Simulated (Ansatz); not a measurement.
Crystal: CsLiCr2Te2S3.

```
Cs Li Cr Te S
1.0
     3.60358    0.00000    0.00000
    -1.80179    3.12079    0.00000
     0.00000    0.00000   19.06651
Cs Li Cr Te S
1 1 2 2 3
Direct
  0.00000 0.00000 0.37399
  0.66667 0.33333 0.01607
  0.00000 0.00000 0.86637
  0.33333 0.66667 0.16833
  0.33333 0.66667 0.53891
  0.66667 0.33333 0.77276
  0.00000 0.00000 0.10030
  0.33333 0.66667 0.92920
  0.66667 0.33333 0.23408
```

The cell was built by a generator and needn't be a form met in nature.

Base run:

| Quantity | Value |
| --- | --- |
| Program | Ansatz 0.2.0 |
| Functional | RPBE |
| Potentials or basis | Ansatz PAW |
| Cutoff | 420 eV (not typed: the program's choice for these potentials) |
| k mesh | 9 × 9 × 2 |
| Occupations | fermi-dirac, width 0.05 eV |
| Spin | collinear spin, ferromagnetic start |
| Starting moments | [0.0, 0.0, 3.0, 3.0, 0.0, 0.0, 0.0, 0.0, 0.0] μB |

Its results: band gap on the k mesh none (metal or under the smearing width); pressure 2.1 GPa; net moment 5.65 μB per cell; site moments Cs +0.00; Li -0.01; Cr +2.61, +2.76; Te -0.01, -0.16; S -0.05, -0.07 μB; largest force 0.137 eV/Å.

Problem. The run is repeated on the same cell with these changes: functional from RPBE to BLYP. What comes out?

Solution. Band gap on the k mesh none (metal or under the smearing width); pressure 3.7 GPa; net moment 5.65 μB per cell; site moments Cs +0.00; Li -0.00; Cr +2.56, +2.72; Te -0.00, -0.13; S -0.03, -0.04 μB; largest force 0.303 eV/Å.

Caveats: spin-orbit coupling is left out, which moves the levels of the heavy elements; only a ferromagnetic start was run, and an antiferromagnetic order may lie lower in energy; the PAW data sets come from PBE, with cores solved anew for the run's functional, which leaves a small shift of forces and pressure.
